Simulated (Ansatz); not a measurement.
# ScIr: how the settings move a single-point run

How sensitive is a single-point run of ScIr to its settings? A reference run comes first, then two runs with altered input.

Method: reference: DFT, PBEsol, PAW with Ansatz's default frozen-core files, fully relativistic files with spin-orbit coupling; levels and slopes on a fine mesh, in Ansatz 0.2.0.

**1. The system as given**

The structure is cubic, space group Pm-3m (No. 221). The conventional cell has a = 3.189 Å, b = 3.189 Å, c = 3.189 Å, α = 90.00°, β = 90.00°, γ = 90.00°. Sc (site symmetry m-3m) has 8 Ir at 2.76 Å as nearest neighbours. Ir (site symmetry m-3m) has 8 Sc at 2.76 Å as nearest neighbours.

Coordinates:

```
CELL_PARAMETERS angstrom
3.18894 0.00000 0.00000
0.00000 3.18894 0.00000
0.00000 0.00000 3.18894
ATOMIC_POSITIONS crystal
Sc 0.50000 0.50000 0.50000
Ir 0.00000 0.00000 0.00000
```

**2. Baseline**

Contents of input.yaml:

```yaml
crystal:
  lattice:
    - [3.18893797509, 0.0, 0.0]
    - [0.0, 3.18893797509, 0.0]
    - [0.0, 0.0, 3.18893797509]
  atoms:
    - { symbol: Sc, position: [0.5, 0.5, 0.5] }
    - { symbol: Ir, position: [0.0, 0.0, 0.0] }
kpoints:
  mp_grid: { grid: [12, 12, 12] }
scf:
  occupations: { method: fermi_dirac, width: 0.05 }
hamiltonian:
  xc: pbesol
  pseudopotentials: { kind: paw_fr }
magnetization:
  noncollinear: true
  spin_orbit: true
output:
  forces: true
  stress: true
  eigenvalues: true
  eigenstates:
    nscf_kmesh: { grid: [14, 14, 14] }
    de_dk: true
    e_range: [-14, 14]
checkpoint:
  write: ck
  write_wavefunctions: false
```

The run is started by

```sh
> ansatz run input.yaml --threads 1 --pin off --max-ram 3072MiB --backend cpu --events-out ev --progress --plain --runs-dir out
```

**3. Changing settings: mp_grid.grid [8, 8, 8], occupations.method tetrahedron, scf.algorithm density_mixing, width left out**

input.yaml, as its differences from that of step 2:

```diff
@@ -9,5 +9,6 @@
 kpoints:
-  mp_grid: { grid: [12, 12, 12] }
+  mp_grid: { grid: [8, 8, 8] }
 scf:
-  occupations: { method: fermi_dirac, width: 0.05 }
+  occupations: { method: tetrahedron }
+  algorithm: density_mixing
 hamiltonian:
```

**4. Changed: xc r2scan**

input.yaml, as its differences from that of step 2:

```diff
@@ -13,3 +13,3 @@
 hamiltonian:
-  xc: pbesol
+  xc: r2scan
   pseudopotentials: { kind: paw_fr }
```

**Question.** What will these runs give? Wanted: for each run, ending; energy change; pressure; gap; force.

The runs gave:

| run | ending | energy change | pressure (GPa) | gap (eV) | force (eV/Å) | cycles | time |
| --- | --- | --- | --- | --- | --- | --- | --- |
| reference | converged | 0 | 0.0 | 0.00 | 0.00 | - | 20 s |
| 1: mp_grid.grid [8, 8, 8], occupations.method tetrahedron, scf.algorithm density_mixing, width left out | converged | +17.4 meV/atom (σ→0) | 0.1 | 0.00 | 0.00 | 10 | 14 s |
| 2: xc r2scan | converged | not comparable | 4.1 | 0.00 | 0.00 | 10 | 37 s |

Residual by cycle in the longest SCF loop of each run; runs are numbered as in the table. The quantity is the density residual dr2, in eV.

| cycle | reference | run 1 | run 2 |
| --- | --- | --- | --- |
| 1 | 8.07 | 8.13 | 3.9 |
| 2 | 0.505 | 0.609 | 0.312 |
| 3 | 0.0159 | 0.0125 | 0.0482 |
| 4 | 0.00554 | 0.00445 | 0.00422 |
| 5 | 7.1e-5 | 8.6e-5 | 1.7e-4 |
| 6 | 1.3e-5 | 1.3e-5 | 1.3e-5 |
| 7 | 1.5e-6 | 7.8e-7 | 6.0e-7 |
| 8 | 2.2e-8 | 1.5e-8 | 5.7e-9 |
| 9 | 1.3e-11 | 6.4e-11 | 1.9e-10 |
| 10 | 5.0e-13 | 3.3e-13 | 9.6e-13 |

What this shows: «mp_grid.grid [8, 8, 8], occupations.method tetrahedron, scf.algorithm density_mixing, width left out» moves the energy by +17.4 meV/atom. Of the variants the dearest is «xc r2scan» (37 s), the cheapest «mp_grid.grid [8, 8, 8], occupations.method tetrahedron, scf.algorithm density_mixing, width left out» (14 s), on a shared host.
